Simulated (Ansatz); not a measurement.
**GaH₃+ (doublet): B3LYP, r2SCAN0, wB97M-V over a scan of the angle H3–Ga1–H4, aug-cc-pVDZ**

Aim: run GaH₃+ (doublet) with these functionals over a scan of the angle H3–Ga1–H4, and hold them against the top wave-function level at the same points.

Program: Ansatz 0.2.0, Gaussian basis. Level of theory: aug-cc-pVDZ, all electrons in the functionals. These are calculated values, not measurements.

The runs, in order: B3LYP, r2SCAN0, wB97M-V, at 67.9°; 91.6°; 102.3°; 125.4°; 143.7°; 160.8°; 170.9°; 180.0°.

21 further runs of the same task are left out: 7 for a known fault of the program, 10 that didn't finish, 4 set aside as unsound or not needed.

### Step 1. The system

The geometry derives from a PBE0/def2-TZVP stationary point (not a proven minimum). One angle is set to the value named; bond lengths are kept. No spin-orbit coupling is included. The filled d shell of Ga may be among the frozen orbitals whatever the setting's name suggests; the logs give the count.

4 atoms, charge 1, spin multiplicity 2.

Atoms are counted from 1 here; the program's logs count them from 0.

Bond lengths: Ga1–H3 1.532 Å, Ga1–H4 1.532 Å. Angles: H3–Ga1–H4 170.9°.

Geometry (Å):

```xyz
4
GaH3
Ga    0.0000    0.0253    0.0000
H     0.0000   -2.0473    0.0000
H     0.0000    0.1474   -1.5272
H     0.0000    0.1474    1.5272
```

No dispersion term is added; wB97M-V holds VV10 nonlocal correlation. B3LYP takes the VWN-RPA correlation.

The geometry shown and the zero of energy belong to the point 170.9°. The yardstick, FCI, and other wave-function levels (R restricted, U unrestricted, valence and pair active spaces) come from earlier runs.

### Step 2. B3LYP, 67.9°

The input, in.yaml:

```yaml
crystal:
  periodic: [false, false, false]
  atoms:
    - {symbol: Ga, position_ang: [0.000000, -0.006500, 0.000000]}
    - {symbol: H, position_ang: [0.000000, -2.079091, 0.000000]}
    - {symbol: H, position_ang: [0.000000, 1.264369, -0.855599]}
    - {symbol: H, position_ang: [0.000000, 1.264369, 0.855599]}
basis:
  gaussian: {orbitals: aug-cc-pVDZ}
total_charge: 1
magnetization: {spin_polarized: true, initial_magnetization: 1}
hamiltonian: {xc: {name: B3LYP}}
```

Run with:

```sh
> ansatz run in.yaml --threads 1 --pin off --events-out ev --progress --plain --max-ram 2393MiB
```

Further steps of the session: B3LYP, 91.6°; B3LYP, 102.3°; B3LYP, 125.4°; B3LYP, 143.7°; B3LYP, 160.8°; B3LYP, 170.9°; B3LYP, 180.0°; r2SCAN0, 67.9°; r2SCAN0, 91.6°; r2SCAN0, 102.3°; r2SCAN0, 125.4°; r2SCAN0, 143.7°; r2SCAN0, 160.8°; r2SCAN0, 170.9°; r2SCAN0, 180.0°; wB97M-V, 67.9°; wB97M-V, 91.6°; wB97M-V, 102.3°; wB97M-V, 125.4°; wB97M-V, 143.7°; wB97M-V, 160.8°; wB97M-V, 170.9°; wB97M-V, 180.0°.

**Question.** What will the summary of the whole plan be? Wanted: span of the FCI curve; largest miss, B3LYP; largest miss, r2SCAN0; largest miss, wB97M-V.

As calculated:

```
             quantity                   value
span of the FCI curve           39.1 kcal/mol
  largest miss, B3LYP   -2.0 kcal/mol (91.6°)
largest miss, r2SCAN0  +1.5 kcal/mol (102.3°)
largest miss, wB97M-V   +1.3 kcal/mol (67.9°)
```

**Reading.** Of the functionals, wB97M-V keep the smallest largest miss at the points compared (at most 1.3 kcal/mol) and B3LYP strays most (2.0 kcal/mol, at 91.6°). Functionals and the yardstick converge differently with the basis, so part of each miss in aug-cc-pVDZ is the basis.
